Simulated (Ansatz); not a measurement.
**GeF5: a closer look at a trial structure**

This session takes a relaxed cell of GeF5 and sets out to compute bands, density of states and charges.

Program: Ansatz 0.2.0. Level of theory: DFT PBE, scalar-relativistic, plane waves, PAW. These are calculated values, not measurements.

1 further run of the same task is left out (set aside as unsound or not needed). Runs told in other sessions of the task aren't counted.

## (1) The system as given

Symmetry: P6/mmm, No. 191, hexagonal system. The conventional cell has a = 6.382 Å, b = 6.382 Å, c = 2.991 Å, α = 90.00°, β = 90.00°, γ = 120.00°. Ge (site symmetry 6/mmm) has 2 Ge at 2.99 Å in its first shell of neighbours. F (site symmetry mmm) is surrounded by 2 F at 1.84 Å. Around F (site symmetry -6m2) lie 3 F at 1.84 Å.

As a file:

```cif
data_structure
_symmetry_space_group_name_H-M 'P 1'
_symmetry_Int_Tables_number 1
_cell_length_a 6.3820
_cell_length_b 6.3820
_cell_length_c 2.9915
_cell_angle_alpha 90.000
_cell_angle_beta 90.000
_cell_angle_gamma 120.000
_cell_volume 105.52
loop_
_atom_site_label
_atom_site_type_symbol
_atom_site_fract_x
_atom_site_fract_y
_atom_site_fract_z
_atom_site_occupancy
Ge1 Ge 0.00000 0.00000 0.50000 1
F1 F 0.50000 0.00000 0.00000 1
F2 F 0.00000 0.50000 0.00000 1
F3 F 0.50000 0.50000 0.00000 1
F4 F 0.33333 0.66667 0.00000 1
F5 F 0.66667 0.33333 0.00000 1
```

The cell was relaxed beforehand at this level, from a generated guess; it is a trial structure. At a tolerance of 0.05 Å it has space group P6/mmm (No. 191); it has 17.59 Å³/atom, an uncorrected energy of +0.16 eV/atom over the elements.

## (2) Static run: bands, density of states and charges

input.yaml reads:

```yaml
crystal:
  lattice:
    - [6.3819833977, 0.0, 0.0]
    - [-3.1909916989, 5.526959749, 0.0]
    - [0.0, 0.0, 2.9914704875]
  atoms:
    - { symbol: Ge, position: [0.0, 0.0, 0.5] }
    - { symbol: F, position: [0.5, 0.0, 0.0] }
    - { symbol: F, position: [0.0, 0.5, 0.0] }
    - { symbol: F, position: [0.5, 0.5, 0.0] }
    - { symbol: F, position: [0.3333333333, 0.6666666667, 0.0] }
    - { symbol: F, position: [0.6666666667, 0.3333333333, 0.0] }
basis:
  ecutwfc: 420
kpoints:
  mp_grid: { grid: [6, 6, 12] }
  band_path:
    path:
      - [[0.0, 0.0, 0.0], [0.5, 0.0, 0.0], [0.33333333, 0.33333333, 0.0], [0.0, 0.0, 0.0], [0.0, 0.0, 0.5], [0.5, 0.0, 0.5], [0.33333333, 0.33333333, 0.5], [0.0, 0.0, 0.5]]
      - [[0.5, 0.0, 0.5], [0.5, 0.0, 0.0]]
      - [[0.33333333, 0.33333333, 0.5], [0.33333333, 0.33333333, 0.0]]
    npoints: 14
hamiltonian:
  xc: pbe
scf:
  occupations: { method: gaussian, width: 0.1 }
  n_extra_bands: 15
output:
  forces: true
  stress: true
  eigenvalues: true
  populations: true
  dos: { projected: true, de: 0.02, nscf_kmesh: { grid: [8, 8, 15] } }
  bader: true
  write_density: true
  write_potential: true
  elf: true
  volumetric_format: npy
```

Started as:

```sh
> ansatz run input.yaml --threads 1 --pin off --max-ram 2560MiB --backend cpu --events-out ev --progress --plain --runs-dir out
```

The log of the run:

```text
Warning: RAYON_NUM_THREADS=1 ignored (pool sized by the plan → 1); use --threads N
scf.n_extra_bands = 15 over 25 filled bands (N_el = 49.0): the run solves 40 bands
Engine: ansatz 0.2.0, x86_64-unknown-linux-gnu
Pseudopotentials: kind: paw
Pseudopotential: Ge, paw, valence charge 14, recommended cutoff 420 eV (normal), Ge.paw.azcp
Pseudopotential: F, paw, valence charge 7, recommended cutoff 420 eV (normal), F.paw.azcp
Functional definition: PBE
  parameter kappa = 0.804
  parameter beta = 0.06672455060314922
  exchange = pbe_x(kappa = kappa, mu = beta*pi^2/3)
  correlation = pbe_c(beta = beta)
Crystal: 6 atoms, lattice volume = 105.518 Å³
Basis set: ecut = 420 eV, 2037 PW (Γ), exchange–correlation on 90×90×40 points (8 copies of the dense FFT grid, shifted against one another)
Bands: 40, of which v1, the nominal top of the filled ones, is band 25 counted from 1 (24 counted from 0)
Symmetry: 24 space group operations
Space group: P6/mmm (ITA 191), of the structure as read, at distance tolerance 4.7e-5 Å
k-points: 49 of 432
Non-local potential: Ge, projectors of the file, l = 0: 2, l = 1: 2, l = 2: 3, l = 3: 1
Non-local potential: F, projectors of the file, l = 0: 2, l = 1: 2, l = 2: 1
PAW form: soft (Blöchl's): semilocal exchange-correlation on the pseudo side does not see the compensation charge
PAW one-centre angular grid: Ge, 590 points (default); XC on 64 Gauss nodes
PAW one-centre angular grid: F, 110 points (default); XC on 64 Gauss nodes
Initial density: superposition of atomic densities (neutral atoms: chi_scale 0, normalization atom), corrected by the library's trained network
Initial wavefunctions: pseudopotential atomic-orbital guess
Functional: x = pbe(κ = 0.804, μ = 0.2195149727645171), c = pbe(β = 0.06672455060314922)
SCF iter   1: F=—  HF=-8321.997443 eV  |F-HF|=—  |Δ(HF+E_count)|=         —  Δρ=9.59e-3  dr2=6.97e-2  ethr=1.77e-3  ⟨swp⟩=5.2  Hψ=8288  notcnv=0  defer=202
preconditioner: auto → LDOS  [metal: Δε(μ)=0.019 eV  Ē_g=21.244 eV  σ=0.100 eV  W_gap=0.10  n_scr=32 (ndim 8)  ℏωp=25.3 eV  f_vac=0.198  D(μ)=2.11/eV (n_scr^D=6)  β→1.0]
SCF iter   2: F=—  HF=-8321.982188 eV  |F-HF|=—  |Δ(HF+E_count)|=   1.53e-2  Δρ=2.83e-3  dr2=6.58e-3  ethr=1.42e-4  ⟨swp⟩=2.8  Hψ=3381  notcnv=0  defer=470
SCF iter   3: F=—  HF=-8321.984287 eV  |F-HF|=—  |Δ(HF+E_count)|=   2.10e-3  Δρ=7.97e-4  dr2=3.23e-4  ethr=1.34e-5  ⟨swp⟩=2.0  Hψ=2332  notcnv=0  defer=470
SCF iter   4: F=—  HF=-8321.984544 eV  |F-HF|=—  |Δ(HF+E_count)|=   2.58e-4  Δρ=3.02e-4  dr2=6.43e-5  ethr=6.60e-7  ⟨swp⟩=2.0  Hψ=2390  notcnv=0  defer=470
SCF iter   5: F=—  HF=-8321.985371 eV  |F-HF|=—  |Δ(HF+E_count)|=   8.27e-4  Δρ=1.12e-4  dr2=8.82e-6  ethr=1.31e-7  ⟨swp⟩=2.0  Hψ=2290  notcnv=0  defer=470
SCF iter   6: F=—  HF=-8321.985373 eV  |F-HF|=—  |Δ(HF+E_count)|=   2.12e-6  Δρ=2.78e-5  dr2=6.98e-7  ethr=1.80e-8  ⟨swp⟩=2.6  Hψ=2759  notcnv=0  defer=470
SCF iter   7: F=-8321.985373 eV  HF=-8321.985373 eV  |F-HF|=1.30e-7  |Δ(HF+E_count)|=   4.21e-8  Δρ=9.32e-6  dr2=9.70e-8  ethr=2.04e-10  ⟨swp⟩=14.1  Hψ=14370  notcnv=0
SCF 1 converged in 7 iterations: F = -8321.985373 eV  dr2 = 9.70e-8
NSCF: frozen V_eff on 129 k-points
NSCF: frozen V_eff on 80 k-points
SCF converged after 7 iterations
Free energy (F): -8321.985373 eV
Harris-Foulkes:  -8321.985373 eV  (|F-HF|=1.30e-7)
Internal energy: -8321.975165 eV  (E = F + TS)
E sigma→0 (E₀):  -8321.980269 eV
Entropy (-TS):   -0.010208 eV (-1.701 meV/atom)
Fermi energy:    0.577221 eV
--- Per-component energies (eV) ---
  E_band       = -547.354728
  E_kinetic    = 1115.808325
  E_local      = -5921.010750  (includes V_loc(G=0)·N_el)
  E_nonlocal   = 778.274347
  E_hartree    = 2330.982688
  E_xc         = -464.618584
  E_vxc        = -562.162707  (∫ρ·V_xc dr)
  E_paw        = -3007.367744  (= ΣΔE_a)
  E_vpaw       = -620.234433  (= ΣTr[D̂ρ^β])
  E_aug_tail   = 0.009962  (compensation charges beyond the density's cutoff)
  E_ewald      = -3154.053410
  E_smearing   = -0.010208  (= −TS)
  E_closure    = 0.000000  (closes the sum)
  Σ components = -8321.985373   (vs F -8321.985373, Δ=0.00e0)
--- Forces (eV/Å), atoms counted from 1 ---
  atom   1  Ge     0.00000000     0.00000000     0.00000000
  atom   2  F      0.00000000     0.00000000     0.00000000
  atom   3  F      0.00000000     0.00000000     0.00000000
  atom   4  F      0.00000000     0.00000000     0.00000000
  atom   5  F     -0.00000000     0.00000000     0.00000000
  atom   6  F      0.00000000    -0.00000000     0.00000000
  max |Σ_I F_I| component: 3.70e-17 eV/Å
--- Stress (GPa, compression-positive) ---
       -0.000970      -0.000000       0.000000
       -0.000000      -0.000970       0.000000
        0.000000       0.000000      -0.010509
  P = ⅓ Tr σ = -0.0041 GPa (-0.041 kbar)
--- Band table (eV; the first three rows and the last of 49) ---
  k-point 0: bands = ["-25.6943", "-25.6943", "-25.4633", "-25.4633", "-25.4434", "-22.9978", "-21.6384", "-20.9774", "-20.9774", "-19.0519", "-8.3517", "-5.8200", "-5.8200", "-2.6580", "-2.5405", "-2.5405", "-2.3415", "-2.3415", "-1.8926", "-1.7423", "-1.6994", "-1.2880", "-1.2880", "-0.2733", "1.1873", "1.1873", "1.6369", "1.6369", "6.7929", "8.0897", "9.5289", "9.5289", "12.2754", "13.1295", "14.8860", "14.8860", "15.5682", "17.5238", "17.5238", "18.4353"]
  k-point 1: bands = ["-25.6941", "-25.6941", "-25.4651", "-25.4651", "-25.4380", "-22.9893", "-21.6316", "-20.9704", "-20.9704", "-19.0472", "-8.2514", "-5.8089", "-5.8089", "-2.7524", "-2.5129", "-2.5129", "-2.3360", "-2.3360", "-1.8839", "-1.8243", "-1.6733", "-1.3538", "-1.3538", "-0.3079", "1.2504", "1.2504", "1.6403", "1.6403", "5.7665", "8.2624", "9.6489", "9.6489", "13.2386", "13.4730", "14.7946", "14.7946", "15.6730", "16.4788", "16.4788", "17.6225"]
  k-point 2: bands = ["-25.6936", "-25.6936", "-25.4698", "-25.4698", "-25.4232", "-22.9658", "-21.6129", "-20.9509", "-20.9509", "-19.0343", "-7.9544", "-5.7786", "-5.7786", "-2.9990", "-2.4369", "-2.4369", "-2.3206", "-2.3206", "-1.9956", "-1.8600", "-1.6498", "-1.5285", "-1.5285", "-0.4015", "1.4293", "1.4293", "1.6573", "1.6573", "3.8536", "8.7402", "9.9999", "9.9999", "13.5456", "13.7806", "13.7806", "15.3539", "15.3539", "15.5992", "16.1634", "17.8340"]
  k-point 48: bands = ["-25.6918", "-25.6918", "-25.4891", "-25.4891", "-25.3628", "-22.4375", "-22.4375", "-20.8700", "-19.7013", "-19.7013", "-5.9066", "-5.5470", "-4.5096", "-4.5096", "-3.5267", "-3.5267", "-3.2633", "-2.1887", "-1.9348", "-1.9348", "-1.7003", "-1.2740", "-1.2740", "-0.9013", "0.5870", "0.5870", "1.4757", "2.7539", "2.7539", "8.5941", "8.5941", "12.2443", "12.3653", "12.3653", "14.5710", "14.5710", "14.6176", "15.6204", "15.6204", "17.0933"]
--- Löwdin populations: 6 sites ---
  site symbol       q [e]
     0     Ge     13.1406
     1      F      7.2241
     2      F      7.2241
     3      F      7.2241
     4      F      7.0581
     5      F      7.0581
  spilling = 0.001450 (of n_electrons = 49.000000)
--- Bader charges: 6 sites ---
  site symbol  charge [e]  shift [e]
     0     Ge      0.9286     0.0000
     1      F     -0.2565     0.0001
     2      F     -0.2565     0.0001
     3      F     -0.2565     0.0001
     4      F     -0.0796     0.0002
     5      F     -0.0796     0.0002
  estimated error of the sums over rays = 1.9e-4 e
```

Wall time 2 min (1 thread of Intel Xeon at 2.50GHz (Skylake/Cascade Lake), shared host); peak memory 0.58 GiB.

Per atom:

```csv
atom,Löwdin electrons,Bader charge (e),Bader volume (Å³)
Ge1,13.14,+0.93,31.2
F2,7.22,-0.26,16.3
F3,7.22,-0.26,16.3
F4,7.22,-0.26,16.3
F5,7.06,-0.08,12.7
F6,7.06,-0.08,12.7
```

bands.tsv at the labelled points (eV, zero at the Fermi level; the bands nearest the Fermi level):

```
point  band 22  band 23  band 24  band 25  band 26  band 27  band 28  band 29
    Γ    -1.86    -1.86    -0.85     0.61     0.61     1.06     1.06     6.22
    M    -1.36    -1.08    -0.38    -0.17     0.37     0.46     0.93     6.20
    K    -1.21    -1.21    -0.13    -0.13     0.26     0.26     0.87     6.20
    Γ    -1.86    -1.86    -0.85     0.61     0.61     1.06     1.06     6.22
    A    -2.34    -2.26    -2.17    -1.33     1.06     1.06     2.04     2.04
    L    -1.89    -1.77    -1.67    -0.31     0.27     0.96     2.10     2.22
    H    -1.85    -1.85    -1.48     0.01     0.01     0.90     2.18     2.18
    A    -2.34    -2.26    -2.17    -1.33     1.06     1.06     2.04     2.04
    L    -1.89    -1.77    -1.67    -0.31     0.27     0.96     2.10     2.22
    M    -1.36    -1.08    -0.38    -0.17     0.37     0.46     0.93     6.20
    H    -1.85    -1.85    -1.48     0.01     0.01     0.90     2.18     2.18
    K    -1.21    -1.21    -0.13    -0.13     0.26     0.26     0.87     6.20
```

Counts of states by energy window (eV from the Fermi level), total and by projection:

```csv
from,to,total,Ge 4p,F 2p
-8,-7,0.52,0.06,0.01
-7,-6,2.94,0.02,2.51
-6,-5,1.55,0.00,1.52
-5,-4,2.22,0.02,2.15
-4,-3,5.06,0.10,4.90
-3,-2,8.43,0.24,8.12
-2,-1,5.19,0.33,4.79
-1,0,1.98,0.31,1.58
0,1,5.53,1.81,3.60
1,2,2.23,1.69,0.50
2,3,0.57,0.53,0.01
3,4,0.17,0.15,0.00
4,5,0.18,0.17,0.00
5,6,0.29,0.28,0.00
```

A further 21 or so states lie below the table's range.

Density in a lattice plane of the grid's cell (edges 6.38 and 2.99 Å, at 0.000 of the third edge), which holds Ge and F.

Values in e/Å³, 6 rows by 12 columns:
```
 0.48  0.29  0.09  0.03  0.11  1.11  4.30  1.11  0.11  0.03  0.09  0.29
 4.70  1.10  0.16  0.03  0.03  0.12  0.21  0.12  0.03  0.03  0.16  1.10
50.00  4.42  0.23  0.01  0.02  0.03  0.03  0.03  0.02  0.01  0.23  4.42
 4.70  1.10  0.16  0.03  0.03  0.12  0.21  0.12  0.03  0.03  0.16  1.10
 0.48  0.29  0.09  0.03  0.11  1.11  4.30  1.11  0.11  0.03  0.09  0.29
 0.18  0.16  0.06  0.03  0.18  3.46 13.96  3.46  0.18  0.03  0.06  0.16
```
Columns run along the first of these edges and rows up along the second, over one cell in 12 and 6 even steps from the bottom left corner. Atoms in the plane (fractional): Ge at (0.00, 0.50), F at (0.50, 0.00).

ELF in the same plane.

Ten even steps from ' ' (0.00) to '@' (0.87):
```
%%%%##**--    ..++%%@@@@%%@@@@%%++..    --**##%%
##******++..    --##@@@@@@@@@@##--    ..++******
--==++++++::    ..--**##%%##**--..    ::++++++==
    --====--        ..........        --====--  
::  ::====--                          --====::  
    --====--        ..........        --====--  
--==++++++::    ..--**##%%##**--..    ::++++++==
##******++..    --##@@@@@@@@@@##--    ..++******
%%%%##**--    ..++%%@@@@%%@@@@%%++..    --**##%%
####**++::    ..++@@@@##++##@@@@++..    ::++**##
```
Columns run along the first of these edges and rows up along the second, over one cell in 24 and 10 even steps from the bottom left corner. Atoms in the plane (fractional): Ge at (0.00, 0.50), F at (0.50, 0.00).

Both are smooth fields of the valence electrons: close to the nuclei they are not physical.

The highest ELF values outside the cores: 0.88 beside F, off the lines to its neighbours, 0.6 Å from F; 0.76 on the Ge–Ge line, 1.3 Å from Ge.

## (3) A run with other settings

input.yaml reads:

```yaml
crystal:
  lattice:
    - [6.3819833977, 0.0, 0.0]
    - [-3.1909916989, 5.526959749, 0.0]
    - [0.0, 0.0, 2.9914704875]
  atoms:
    - { symbol: Ge, position: [0.0, 0.0, 0.5] }
    - { symbol: F, position: [0.5, 0.0, 0.0] }
    - { symbol: F, position: [0.0, 0.5, 0.0] }
    - { symbol: F, position: [0.5, 0.5, 0.0] }
    - { symbol: F, position: [0.3333333333, 0.6666666667, 0.0] }
    - { symbol: F, position: [0.6666666667, 0.3333333333, 0.0] }
basis:
  ecutwfc: 420
kpoints:
  mp_grid: { grid: [6, 6, 12] }
hamiltonian:
  xc: pbe
scf:
  occupations: { method: gaussian, width: 0.1 }
  convergence: { dr2_threshold: 0.0 }
  max_iter: 80
output:
  forces: true
  eigenvalues: true
  stress: true
```

Started as:

```sh
> ansatz run input.yaml --threads 1 --pin off --max-ram 2560MiB --backend cpu --events-out ev --progress --plain --runs-dir out
```

The log of the run:

```text
Error: invalid value for `scf.convergence.dr2_threshold`: must be finite and > 0; got 0 eV
```

Run time: 0.1 s. Hardware: 1 thread of Intel Xeon at 2.50GHz (Skylake/Cascade Lake), shared host; peak memory 0.037 GiB.

## (4) Diagnosis

Nothing was computed: the input was turned down at the start. Its message: «invalid value for `scf.convergence.dr2_threshold`: must be finite and > 0; got 0 eV»

Look at the input: scf.convergence.dr2_threshold is 0.0. The program checks this value's range before starting, and it fails the check.

Remedy: delete scf.convergence.dr2_threshold (the default then holds).

## (5) Summary of results

| quantity | value |
| --- | --- |
| gap | none (metal) |
| states at the Fermi level | 1.79 per eV per cell |
| Bader charges | Ge +0.93, F -0.26 to -0.08 e |

What this shows: Bands cross the Fermi level: a metal at this level of theory. Of the projected weight within 0.25 eV of the Fermi level, the largest part is F 2p (58 %) and Ge 4p (39 %). Bader charges reach 0.9 e, so charge transfer in this metal is moderate. Spin polarisation is off in the runs that give these values; a magnetic solution could lie lower.
